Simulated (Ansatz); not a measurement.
# Ca3MgP2: the cost of one run

Computed with Ansatz 0.2.0 (DFT PBE, scalar-relativistic, plane waves, PAW, unless a step's input says otherwise).

1 further run of the same task is left out (it didn't finish).

**1. Starting point**

The structure is trigonal, space group R32 (No. 155). Conventional cell: a = 6.473 Å, b = 6.473 Å, c = 11.668 Å, α = 90.00°, β = 90.00°, γ = 120.00°. Around Ca (site symmetry 2) lie 2 Mg at 2.89 Å and 4 P at 2.90 to 2.92 Å. Around Mg (site symmetry 32) lie 6 Ca at 2.89 Å. P (site symmetry 3) has 6 Ca at 2.90 to 2.92 Å as nearest neighbours.

Structure file:

```cif
data_structure
_symmetry_space_group_name_H-M 'R32:H'
_symmetry_Int_Tables_number 155
_cell_length_a 6.4733
_cell_length_b 6.4733
_cell_length_c 11.6678
_cell_angle_alpha 90.000
_cell_angle_beta 90.000
_cell_angle_gamma 120.000
_cell_volume 423.43
loop_
_atom_site_label
_atom_site_type_symbol
_atom_site_symmetry_multiplicity
_atom_site_Wyckoff_symbol
_atom_site_fract_x
_atom_site_fract_y
_atom_site_fract_z
_atom_site_occupancy
Ca1 Ca 9 e 0.99461 0.66667 0.16667 1
Mg1 Mg 3 a 0.00000 0.00000 0.00000 1
P1 P 6 c 0.33333 0.66667 0.00164 1
```

A structure generator made this guess: 4-, 6-connected net, the two elements on its two kinds of vertex, guests in its cages (R32, No. 155). The dimensions are guesses.

**2. The guess as it stands, on a coarse mesh**

Contents of input.yaml:

```yaml
crystal:
  lattice:
    - [3.23667003, 1.86869231, 3.88927576]
    - [-3.23667003, 1.86869231, 3.88927576]
    - [0.0, -3.73738463, 3.88927576]
  atoms:
    - { symbol: Ca, position: [0.161273, 0.838727, 0.5] }
    - { symbol: Ca, position: [0.5, 0.161273, 0.838727] }
    - { symbol: Ca, position: [0.838727, 0.5, 0.161273] }
    - { symbol: Mg, position: [0.0, 0.0, 0.0] }
    - { symbol: P, position: [0.334977, 0.334977, 0.334977] }
    - { symbol: P, position: [0.665023, 0.665023, 0.665023] }
basis:
  ecutwfc: 420
kpoints:
  mp_grid: { grid: [3, 3, 3] }
hamiltonian:
  xc: pbe
scf:
  occupations: { method: gaussian, width: 0.1 }
  lower_state_search: "off"
output:
  forces: true
  stress: true
  eigenvalues: true
```

On the command line:

```console
> ansatz run input.yaml --threads 1 --pin off --max-ram 2560MiB --backend cpu --events-out ev --progress --plain --runs-dir out
```

**Question.** How long does this run take on 1 thread of Arm Neoverse V2, shared host, and how much memory does it need?

About 3 s, with a peak of 0.31 GiB.
